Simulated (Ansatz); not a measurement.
Crystal: Hf2Pd2Se2Br2O3.

```
CELL_PARAMETERS angstrom
5.75899 0.00000 0.00000
-2.87949 4.98743 0.00000
0.00000 0.00000 8.52547
ATOMIC_POSITIONS crystal
Hf 0.33333 0.66667 0.54201
Hf 0.66667 0.33333 0.54201
Pd 0.33333 0.66667 0.12880
Pd 0.66667 0.33333 0.12880
Se 0.33333 0.66667 0.85572
Se 0.66667 0.33333 0.85572
Br 0.00000 0.00000 0.13895
Br 0.00000 0.00000 0.65384
O 0.50000 0.00000 0.42963
O 0.00000 0.50000 0.42963
O 0.50000 0.50000 0.42963
```

The cell was built by a generator and needn't be a form met in nature.

Base run:

| Quantity | Value |
| --- | --- |
| Program | Ansatz 0.2.0 |
| Functional | PBE |
| Potentials or basis | Ansatz PAW |
| Cutoff | 420 eV |
| Density cutoff | 1680 eV |
| k mesh | 6 × 6 × 3 |
| Occupations | fermi-dirac, width 0.05 eV |
| Spin | no spin polarisation |
| Hubbard terms | Hf d U = 8 eV, Pd d U = 8 eV |

Its results: band gap on the k mesh none (metal or under the smearing width); pressure 4.2 GPa; largest force 1.069 eV/Å.

Question: After a change of settings the same cell gave: band gap on the k mesh none (metal or under the smearing width); pressure 1.7 GPa; largest force 0.523 eV/Å. Which change was it?
A. hubbard terms from Hf d U = 8 eV, Pd d U = 8 eV to Hf d U = 2 eV, Pd d U = 2 eV
B. hubbard terms from Hf d U = 8 eV, Pd d U = 8 eV to Hf d U = 4 eV, Pd d U = 4 eV
C. functional from PBE to PBEsol; hubbard terms from Hf d U = 8 eV, Pd d U = 8 eV to none; hubbard projectors from ortho-atomic (the default) to none

Answer: B.

Caveats: U without spin polarisation on a metal has little footing; forces of over 1 eV/Å show positions far from the minimum, so gaps and moduli don't describe the material at rest (some runs).

Not every run made on this cell is shown here.
